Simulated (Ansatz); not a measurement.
# Titanium, bcc: r²SCAN0 after r²SCAN

Aim: see what exact exchange does to the levels, and what it costs. Spin polarisation is left out. The geometry was relaxed under r²SCAN beforehand and is kept. Exact exchange is dear, so the k-mesh is coarse, and r²SCAN is run on the same mesh for comparison.

Method: DFT, plane waves (500 eV) with PBE-made PAW files, scalar-relativistic; functionals as named at each step, in Ansatz 0.2.0.

**1. The starting structure**

Symmetry: Im-3m, No. 229, cubic system. Conventional cell: a = 3.256 Å, b = 3.256 Å, c = 3.256 Å, α = 90.00°, β = 90.00°, γ = 90.00°. Around Ti (site symmetry m-3m) lie 8 Ti at 2.82 Å.

Structure file:

```
CELL_PARAMETERS angstrom
-1.62813 1.62813 1.62813
1.62813 -1.62813 1.62813
1.62813 1.62813 -1.62813
ATOMIC_POSITIONS crystal
Ti 0.00000 0.00000 0.00000
```

**2. r²SCAN on the coarse mesh**

The run with r²SCAN.

input.yaml

```yaml
crystal:
  lattice:
    - [-1.6281323392, 1.6281323392, 1.6281323392]
    - [1.6281323392, -1.6281323392, 1.6281323392]
    - [1.6281323392, 1.6281323392, -1.6281323392]
  atoms:
    - { symbol: Ti, position: [0.0, 0.0, 0.0] }
hamiltonian:
  xc: r2scan
  pseudopotentials:
    kind: paw
    azcp:
      Ti: "pseudopotentials/Ti.paw.azcp"
basis:
  ecutwfc: 500
  fft_grid_basis: typed
kpoints:
  mp_grid: { grid: [7, 7, 7], shift: [0, 0, 0] }
magnetization:
  spin_polarized: false
scf:
  occupations: { method: fermi_dirac, width: 0.1 }
```

Run with:

```console
$ ansatz run input.yaml --threads 4 --pin off --max-ram 8192MiB --backend cpu --events-out ev --progress --plain --runs-dir out
```

**3. r²SCAN0, coarse mesh**

The run with r²SCAN0.

Edit input.yaml of step 2 so:

```diff
@@ -8,3 +8,3 @@
 hamiltonian:
-  xc: r2scan
+  xc: r2scan0
   pseudopotentials:
```

(Steps that only read results are left out.)

Q: Predict the outcome of this session. Wanted: r²SCAN: gap; r²SCAN0: gap; r²SCAN0: relative to hcp.

As calculated:

| quantity | value |
| --- | --- |
| r²SCAN: gap | none (levels filled in part) |
| r²SCAN0: gap | none (levels filled in part) |
| r²SCAN0: SCF cycles, exchange loops | 35, 6 |
| r²SCAN0: CPU time over that of r²SCAN | 47 |
| r²SCAN0: relative to hcp | +244 meV/atom |

**Reading.** Both r²SCAN and r²SCAN0 leave levels filled in part. The hybrid took 47 times as much CPU time as r²SCAN on the same settings. The exchange operator of r²SCAN0 was renewed in 6 outer loops. The dense-mesh value adds +4.2 meV/atom, the change that r²SCAN shows between the coarse mesh and its own dense run (not shown). Under r²SCAN0 it lies 244 meV/atom above hcp (computed apart in the same way); on such meshes a few tens of meV are uncertain for metals. The total energies in the logs cannot be compared from one functional to another.
